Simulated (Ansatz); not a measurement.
# CH3BOTe: the cost of one run

Program: Ansatz 0.2.0, Gaussian basis. Level of theory: the settings change from run to run. These are calculated values, not measurements.

### Step 1. The molecule

An earlier PBE0-D4 in a triple-zeta def2 set relaxation fixed the geometry. Te takes a core potential in def2 sets; no spin-orbit term is included.

7 atoms, charge 0, spin multiplicity 1.

Atoms are counted from 1 here; the program's logs count them from 0.

Bond lengths: B1–O2 1.358 Å, B1–Te4 2.163 Å, B1–H5 1.189 Å, O2–C3 1.420 Å, C3–Te4 2.186 Å, C3–H6 1.088 Å, C3–H7 1.088 Å. Angles: O2–B1–Te4 99.4°, O2–B1–H5 124.6°, Te4–B1–H5 136.0°, B1–O2–C3 103.9°, O2–C3–Te4 96.4°, O2–C3–H6 111.0°, O2–C3–H7 111.0°, Te4–C3–H6 112.7°, Te4–C3–H7 112.8°, H6–C3–H7 112.1°, B1–Te4–C3 60.4°.

Geometry (Å):

```xyz
7
charge 0, multiplicity 1
B    -0.86863    0.63390   -0.61919
O     0.21862    0.88748    0.15403
C     0.70968   -0.40325    0.48420
Te   -0.81304   -1.52869   -0.60760
H    -1.56476    1.46903   -1.10053
H     0.66840   -0.57297    1.55835
H     1.71092   -0.55329    0.08505
```

### Step 2. B97/def2-TZVPD

Options: high accuracy, the search for lower states set to full.

The input, in.yaml:

```yaml
crystal:
  periodic: [false, false, false]
  atoms:
    - {symbol: B, position_ang: [-0.868629, 0.633898, -0.619191]}
    - {symbol: O, position_ang: [0.218620, 0.887481, 0.154028]}
    - {symbol: C, position_ang: [0.709684, -0.403251, 0.484199]}
    - {symbol: Te, position_ang: [-0.813037, -1.528686, -0.607602]}
    - {symbol: H, position_ang: [-1.564759, 1.469027, -1.100533]}
    - {symbol: H, position_ang: [0.668397, -0.572973, 1.558350]}
    - {symbol: H, position_ang: [1.710924, -0.553295, 0.085050]}
basis:
  gaussian: {orbitals: def2-TZVPD}
hamiltonian: {xc: {name: B97}}
accuracy: high
scf: {lower_state_search: full}
```

Command:

```bash
$ ansatz run in.yaml --threads 2 --pin off --events-out ev --progress --plain --max-ram 4352MiB
```

**Question.** How long does this run take on 2 threads of Arm Neoverse V2, shared host, and how much memory does it need?

About 37 s, with a peak of 1.4 GiB.
